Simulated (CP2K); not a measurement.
Runs of CP2K 2026.2 on PtSe. The structure is cubic, space group Fm-3m (No. 225). The conventional cell has a = 5.597 Å, b = 5.597 Å, c = 5.597 Å, α = 90.00°, β = 90.00°, γ = 90.00°. Around Pt (site symmetry m-3m) lie 6 Se at 2.80 Å. Se (site symmetry m-3m) has 6 Pt at 2.80 Å as nearest neighbours. The cell comes from a database or a generator and needn't be the stable form of this composition.

```tsv
potentials or basis	ADDED_MOS	gap on the mesh (eV)	pressure (GPa)
POTENTIAL_UZH Pt GTH-PBE-q18, Se GTH-PBE-q6; TZV2P-MOLOPT-PBE-GTH basis	[13]	none	-14.5
GTH_POTENTIALS Pt GTH-PBE-q18, Se GTH-PBE-q6; DZVP-MOLOPT-SR-GTH basis	[13]	none	-14.2
GTH_POTENTIALS Pt GTH-PBE-q18, Se GTH-PBE-q6; SZV-MOLOPT-SR-GTH basis	[2]	none	-2.1
GTH_POTENTIALS Pt GTH-PBE-q18, Se GTH-PBE-q6; TZVP-MOLOPT-SR-GTH basis	[13]	none	-14.2
POTENTIAL_UZH Pt GTH-PBE-q18, Se GTH-PBE-q6; TZVP-MOLOPT-PBE-GTH basis	[13]	none	(b)
POTENTIAL_UZH Pt GTH-PBE-q18, Se GTH-PBE-q6; ccGRB-D basis	[13]	none	-12.4
POTENTIAL_UZH Pt GTH-PBE-q18, Se GTH-PBE-q6; DZVP-MOLOPT-PBE-GTH basis	[13]	none	(a)
```

Alike in all rows: task band structure; level PBE; no spin polarisation; cell as given; k mesh 8 × 8 × 8; smearing fermi-dirac 0.05 eV.

Task: Estimate the missing entries.

Result: (a) -14.0; (b) -14.1.

Caveats: spin-orbit coupling is left out, which moves the levels of the heavy elements; the basis of atomic orbitals isn't converged, which shifts pressures, moduli and gaps; a minimal basis gives rough bond lengths, pressures and levels (some runs).

A k mesh can miss the band edges, and the runs leave out spin-orbit coupling on Pt, Se.

A gap of «none» marks a metal or a gap under the smearing width.
